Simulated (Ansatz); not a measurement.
# RePt2: the cost of one run

Program: Ansatz 0.2.0. Level of theory: reference: DFT r2SCAN, plane waves, PAW, scalar-relativistic, no spin polarisation. These are calculated values, not measurements.

**1. The structure to begin with**

Symmetry: Immm, No. 71, orthorhombic system. The conventional cell has a = 2.743 Å, b = 3.908 Å, c = 8.223 Å, α = 90.00°, β = 90.00°, γ = 90.00°. Re (site symmetry mmm) has 10 Pt at 2.68 to 2.90 Å and 2 Re at 2.74 Å as nearest neighbours. Pt (site symmetry mm2) has 3 Pt at 2.42 to 2.74 Å and 4 Re at 2.68 Å as nearest neighbours.

As a file:

```xyz
3
Lattice="0.0000 0.0000 3.9077 2.7429 0.0000 0.0000 1.3715 4.1114 -1.9539" Properties=species:S:1:pos:R:3 pbc="T T T"
Re    0.0000    0.0000    0.0000
Pt    2.7429    2.9026    0.0000
Pt    1.3715    1.2087    1.9539
```

**2. Reference**

Input file input.yaml:

```yaml
crystal:
  lattice:
    - [0.0, 0.0, 3.90774522]
    - [2.74290782, 0.0, 0.0]
    - [1.37145391, 4.11136718, -1.95387211]
  atoms:
    - { symbol: Re, position: [0.0, 0.0, 0.0] }
    - { symbol: Pt, position: [0.353, 0.647, 0.706] }
    - { symbol: Pt, position: [0.647, 0.353, 0.294] }
  symmetry: { tolerance: 0.0003 }
kpoints:
  mp_grid: { grid: [7, 7, 7], shift: [0, 0, 0] }
magnetization:
  spin_polarized: false
scf:
  occupations: { method: gaussian, width: 0.0901 }
hamiltonian:
  pseudopotentials: { kind: paw }
  xc: r2scan
basis:
  ecutwfc: 500
output:
  forces: true
  stress: true
  eigenvalues: true
  write_density: true
  write_potential: true
  elf: true
  volumetric_format: npy
```

The run is started by

```bash
ansatz run input.yaml --threads 1 --pin off --max-ram 2560MiB --backend cpu --events-out ev --progress --plain --runs-dir out
```

**Question.** How long does this run take on 1 thread of Intel Xeon 6975P-C (Granite Rapids), shared host, and how much memory does it need?

About 13 s, with a peak of 0.51 GiB.
